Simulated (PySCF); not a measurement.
**TlH3(H2O): other functionals and bases at one geometry**

How far do other levels of theory move the description of TlH3(H2O), and what does each cost? The structure is generated, not taken from experiment.

The runs use PySCF 2.14.0; several levels, as the steps say, no spin–orbit coupling.

1 further run of the same task is left out (for a known fault of the program).

## 1. The system as given

7 atoms, charge 0, spin multiplicity 1.

Bond lengths: Tl1–H2 1.746 Å, Tl1–H3 1.757 Å, Tl1–H4 1.746 Å, O5–H6 0.964 Å, O5–H7 0.964 Å. Angles: H2–Tl1–H3 119.0°, H2–Tl1–H4 121.3°, H3–Tl1–H4 119.0°, H6–O5–H7 104.8°.

Coordinates:

```mol
H5OTl
  3D, bonds by distance, orders not assigned

  7  5  0  0  0  0  0  0  0  0999 V2000
    0.3297   -0.2745    0.2745 Tl  0  0
    1.1156    1.0402    1.1118 H   0  0
   -1.1670   -0.9250    0.9250 H   0  0
    1.1156   -1.1118   -1.0402 H   0  0
   -0.9738    1.3059   -1.3059 O   0  0
   -1.5612    1.8740   -0.7936 H   0  0
   -1.5612    0.7936   -1.8740 H   0  0
  1  2  8  0
  1  3  8  0
  1  4  8  0
  5  6  8  0
  5  7  8  0
M  END
```

Formal oxidation states: Tl +3. An earlier session relaxed this geometry at PBE0, Tl def2-SVP with ECP60, H def2-SVP, O def2-SVP (singlet, point group Cs).

At PBE0 on the finer grid: E = -250.523330 Eh, HOMO -7.37 eV, LUMO -0.67 eV, Mulliken charge on Tl1 +0.14 e, largest force component 0.011 eV/Å. 

Levels to run: BP86; wB97X; PBE0, TZVP. Hardware: 2 threads of Arm Neoverse V2, shared host.

## 2. BP86

Input file run.py (the lines that set the calculation):

```python
mol = gto.M(atom='''
Tl     0.32969    -0.27452     0.27452
H      1.11558     1.04023     1.11178
H     -1.16701    -0.92503     0.92503
H      1.11558    -1.11178    -1.04023
O     -0.97382     1.30593    -1.30593
H     -1.56117     1.87404    -0.79357
H     -1.56117     0.79357    -1.87404''',
    basis={'Tl': 'def2-SVP', 'H': 'def2-SVP', 'O': 'def2-SVP'},
    ecp={'Tl': 'def2-SVP'},
    charge=0, spin=0)
mf = dft.RKS(mol, xc='B88,P86')
mf.grids.atom_grid = (75, 302)
mf = mf.density_fit()  # fitting sets: Tl def2-universal-JKFIT, H def2-universal-JKFIT, O def2-universal-JKFIT
mf.conv_tol = 1e-08; mf.max_cycle = 55
mf.kernel(dm0)  # dm0: the density of the relaxed state
```

Started as:

```sh
> OMP_NUM_THREADS=2 python run.py
```

## 3. wB97X

run.py (the lines that set the calculation), as its differences from that of step 2:

```diff
@@ -11,3 +11,3 @@
     charge=0, spin=0)
-mf = dft.RKS(mol, xc='B88,P86')
+mf = dft.RKS(mol, xc='WB97X')
 mf.grids.atom_grid = (75, 302)
```

## 4. PBE0, TZVP

Basis: Tl def2-TZVP with ECP60, H def2-TZVP, O def2-TZVP. 

run.py (the lines that set the calculation), as its differences from that of step 3:

```diff
@@ -8,6 +8,6 @@
 H     -1.56117     0.79357    -1.87404''',
-    basis={'Tl': 'def2-SVP', 'H': 'def2-SVP', 'O': 'def2-SVP'},
-    ecp={'Tl': 'def2-SVP'},
+    basis={'Tl': 'def2-TZVP', 'H': 'def2-TZVP', 'O': 'def2-TZVP'},
+    ecp={'Tl': 'def2-TZVP'},
     charge=0, spin=0)
-mf = dft.RKS(mol, xc='WB97X')
+mf = dft.RKS(mol, xc='PBE0')
 mf.grids.atom_grid = (75, 302)
@@ -15,2 +15,2 @@
 mf.conv_tol = 1e-08; mf.max_cycle = 55
-mf.kernel(dm0)  # dm0: the density of the relaxed state
+mf.kernel(dm0)  # dm0: free metal ions and neutral atoms
```

Before running it: what results should come out? Wanted: for each run, HOMO; gap; charge on Tl1; dipole; largest force.

**Answer**, as computed:

| level | state | HOMO (eV) | gap (eV) | charge on Tl1 (e) | dipole (D) | largest force (eV/Å) | basis functions | time |
| --- | --- | --- | --- | --- | --- | --- | --- | --- |
| PBE0 (relaxed here) | singlet | -7.37 | 6.70 | 0.14 | 3.30 | 0.01 | 65 | 3.9 s |
| BP86 | singlet | -6.32 | 4.89 | 0.11 | 3.39 | 0.77 | 65 | 1.9 s |
| wB97X | singlet | -9.68 | 10.89 | 0.20 | 3.31 | 0.03 | 65 | 2.1 s |
| PBE0, TZVP | singlet | -7.44 | 6.48 | 0.25 | 3.12 | 0.32 | 111 | 4.7 s |

Times are on 2 threads of Arm Neoverse V2, shared host; the first row also made further properties.

In one basis the HOMO–LUMO gap runs from 4.89 eV (BP86) to 10.89 eV (wB97X). The largest leftover force, 0.77 eV/Å with BP86, stands at a geometry relaxed at another level. The Mulliken charge on Tl spans +0.11 to +0.25 e over the levels. Total energies of different levels can't be compared. Spin–orbit coupling is left out throughout.
